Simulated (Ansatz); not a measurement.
# C₂H₇Ga: basis-set convergence

How large a basis does C₂H₇Ga need? Two functionals are run in growing sets.

The runs use Ansatz 0.2.0, Gaussian basis; one geometry, several basis sets.

Levels to be run: PBE0-D4/def2-SVP; ωB97M-V/def2-SVP; PBE0-D4/def2-QZVPP; ωB97M-V/def2-QZVPP; the functionals' def2-TZVPP values are taken from earlier runs.

### 1 The relaxed structure

All runs share one geometry, relaxed beforehand with PBE0-D4 in a triple-zeta def2 set.

SMILES `[CH3][GaH][CH3]`, 10 atoms, charge 0, spin multiplicity 1.

Atoms are counted from 1 here; the program's logs count them from 0.

Bond lengths: C1–Ga2 1.971 Å, C1–H4 1.096 Å, C1–H5 1.091 Å, C1–H6 1.092 Å, Ga2–C3 1.971 Å, Ga2–H7 1.579 Å, C3–H8 1.096 Å, C3–H9 1.091 Å, C3–H10 1.092 Å. Angles: Ga2–C1–H4 109.0°, Ga2–C1–H5 112.5°, Ga2–C1–H6 111.5°, H4–C1–H5 107.5°, H4–C1–H6 107.0°, H5–C1–H6 109.1°, C1–Ga2–C3 120.1°, C1–Ga2–H7 120.0°, C3–Ga2–H7 119.9°, Ga2–C3–H8 109.0°, Ga2–C3–H9 112.5°, Ga2–C3–H10 111.5°, H8–C3–H9 107.5°, H8–C3–H10 107.0°, H9–C3–H10 109.1°.

### 2 PBE0-D4 in def2-SVP

in.yaml reads:

```yaml
crystal:
  periodic: [false, false, false]
  atoms:
    - {symbol: C, position_ang: [-1.063383, 1.142753, -0.711789]}
    - {symbol: Ga, position_ang: [0.649008, 0.266056, -0.281327]}
    - {symbol: C, position_ang: [0.681470, -1.321505, 0.886921]}
    - {symbol: H, position_ang: [-1.533713, 0.614170, -1.548185]}
    - {symbol: H, position_ang: [-0.935350, 2.183837, -1.011547]}
    - {symbol: H, position_ang: [-1.759657, 1.095169, 0.128551]}
    - {symbol: H, position_ang: [1.997303, 0.836514, -0.872637]}
    - {symbol: H, position_ang: [0.687713, -0.993962, 1.932336]}
    - {symbol: H, position_ang: [1.569277, -1.935933, 0.730519]}
    - {symbol: H, position_ang: [-0.209570, -1.938300, 0.750059]}
basis:
  gaussian: {orbitals: def2-SVP}
hamiltonian: {xc: pbe0, dispersion: d4}
output: {orbitals: {seedname: orbitals}}
```

Further steps of the session: ωB97M-V in def2-SVP; PBE0-D4 in def2-QZVPP; ωB97M-V in def2-QZVPP.

Q: Predict the results of all the runs planned. Wanted: PBE0-D4: double and triple zeta above quadruple; ωB97M-V: double and triple zeta above quadruple.

**Answer**, as computed:

| quantity | value |
| --- | --- |
| PBE0-D4: double and triple zeta above quadruple | 10.51, 1.32 eV |
| ωB97M-V: double and triple zeta above quadruple | 10.64, 1.29 eV |

**Reading.** PBE0-D4 gains 9.19 eV from double to triple zeta, then 1.32 eV more. These are total energies; as a rule much of such shifts cancels in differences, which this series doesn't test.
